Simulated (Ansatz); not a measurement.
**Cl3F3W: a dynamics run in two tries**

Aim: a short trajectory for this system.

Method: RKS B3LYP/def2-SVP, in Ansatz 0.2.0.

## Step 1: The starting structure

Bond lengths: W1–F2 1.860 Å, W1–Cl3 2.296 Å, W1–Cl4 2.308 Å, W1–F5 1.869 Å, W1–Cl6 2.308 Å, W1–F7 1.860 Å. Angles (14 of 15 angles, heavy atoms first): F2–W1–Cl3 90.8°, F2–W1–Cl4 90.0°, F2–W1–F5 89.2°, F2–W1–Cl6 90.0°, F2–W1–F7 178.4°, Cl3–W1–Cl4 92.1°, Cl3–W1–F5 180.0°, Cl3–W1–Cl6 92.1°, Cl3–W1–F7 90.8°, Cl4–W1–F5 87.9°, Cl4–W1–Cl6 175.9°, Cl4–W1–F7 90.0°, F5–W1–Cl6 87.9°, F5–W1–F7 89.2°.

As a file:

```xyz
7

W     0.0473    0.0000    0.0000
F     0.0212    0.0000    1.8594
Cl    2.3432    0.0000    0.0000
Cl   -0.0356    2.3069    0.0000
F    -1.8217    0.0000    0.0000
Cl   -0.0356   -2.3069    0.0000
F     0.0212    0.0000   -1.8594
```

## Step 2: The run

The input, input.yaml:

```yaml
crystal:
  periodic: [false, false, false]
  atoms:
    - { symbol: W, position_ang: [0.047294, 0.0, 0.0] }
    - { symbol: F, position_ang: [0.021162, 0.0, 1.859434] }
    - { symbol: Cl, position_ang: [2.343201, 0.0, 0.0] }
    - { symbol: Cl, position_ang: [-0.035575, 2.306928, 0.0] }
    - { symbol: F, position_ang: [-1.821669, 0.0, 0.0] }
    - { symbol: Cl, position_ang: [-0.035575, -2.306928, 0.0] }
    - { symbol: F, position_ang: [0.021162, 0.0, -1.859434] }
magnetization:
  spin_polarized: true
  initial_magnetization: 1
basis:
  gaussian: { orbitals: def2-SVP }
hamiltonian:
  xc: b3lyp
md:
  timestep: 1.0
  n_steps: 25
  ensemble: nvt_nose_hoover
  temperature: 700.0
  initial_velocities: maxwell_boltzmann
  seed: 95768
  nose_hoover: { tau: 100.0, chain_length: 3 }
```

On the command line:

```sh
ansatz run input.yaml --threads 2 --pin off --max-ram 3072MiB --backend cpu --events-out ev --progress --plain --runs-dir out
```

Before running it: what results should come out? Wanted: first try.

As calculated:

```
 quantity                                                                                                    value
first try                                                                                                  refused
    cause  the number of unpaired electrons doesn't fit the number of electrons: even goes with even, odd with odd
```

**Reading.** The fault in the first input was caught at the input check and cost nothing.
